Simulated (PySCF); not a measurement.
# F2GeH4Si: the cost of one run

Computed with PySCF 2.14.0, with density-fitted response routines of our own, on a single molecule in the gas phase. Atoms are numbered from 0 throughout.

## 1. The molecule as given

8 atoms, charge 0, multiplicity 1; geometry from: GFN2-xTB. The atoms were then displaced at random by about 0.01 Å, so the start is not that level's minimum.

Bonds of the start (Å): F0–Ge1 1.75, Ge1–F2 1.78, Ge1–Si3 2.42, Ge1–H4 1.52, Si3–H5 1.45, Si3–H6 1.45, Si3–H7 1.46.

## 2. Relaxing the molecule at PBE0-D3(BJ)/def2-SVP

Job settings and geometry (Å):

```
{"job": {"xc": "PBE0", "basis": "def2-SVP", "d3": "d3bj", "grid": 1, "shake": 0.01, "kind": "geom"}, "charge": 0, "multiplicity": 1}
F     -1.637740     1.254580    -0.940830
Ge    -1.070540     0.033210     0.170180
F     -1.721280    -1.401010    -0.658600
Si     1.345700    -0.012140     0.043660
H     -2.146100     0.167190     1.239870
H      1.765440    -1.136870     0.855980
H      1.816970     1.243660     0.598910
H      1.702690    -0.167760    -1.361630
```

On the command line:

```
> OMP_NUM_THREADS=1 python probes_run.py task.json out
```

One launch serves the whole session: the jobs run in the order shown.

Q: Estimate the wall time and peak memory of this first job on 1 thread of Arm Neoverse V1, shared host.

About 23 s, with a peak of 0.41 GiB.
